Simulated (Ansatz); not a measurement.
BeAl3 in Ansatz: the effect of functional

BeAl3:

```
Al Be
1.0
    -1.94219    1.94219    3.85189
     1.94219   -1.94219    3.85189
     1.94219    1.94219   -3.85189
Al Be
3 1
Direct
  0.50000 0.50000 0.00000
  0.25000 0.75000 0.50000
  0.75000 0.25000 0.50000
  0.00000 0.00000 0.00000
```

The cell comes from a database or a generator and needn't be the stable form of this composition.

Alike in all runs:

| Property | Result |
| --- | --- |
| Program | Ansatz 0.2.0 |
| Task | band structure |
| Potentials or basis | Ansatz PAW |
| k mesh | 6 × 6 × 6 |
| Occupations | fermi-dirac, width 0.05 eV |
| Spin | no spin polarisation |

```csv
functional,cutoff,pressure (GPa)
LDA,420 eV (not typed: the program's choice for these potentials),-3.2
PBE,420 eV (not typed: the program's choice for these potentials),0.5
PBEsol,420 eV (not typed: the program's choice for these potentials),?
RPBE,420 eV (not typed: the program's choice for these potentials),2.3
revPBE,420 eV (not typed: the program's choice for these potentials),2.0
BLYP,420 eV (not typed: the program's choice for these potentials),3.1
r2SCAN,500 eV (not typed: the program's choice for these potentials),-1.5
```

Q: What does the run with functional PBEsol give?

A: Pressure -0.9 GPa.

Caveats: all runs use coarse meshes; the PAW data sets come from PBE, with cores solved anew for the run's functional, which leaves a small shift of forces and pressure (some runs).
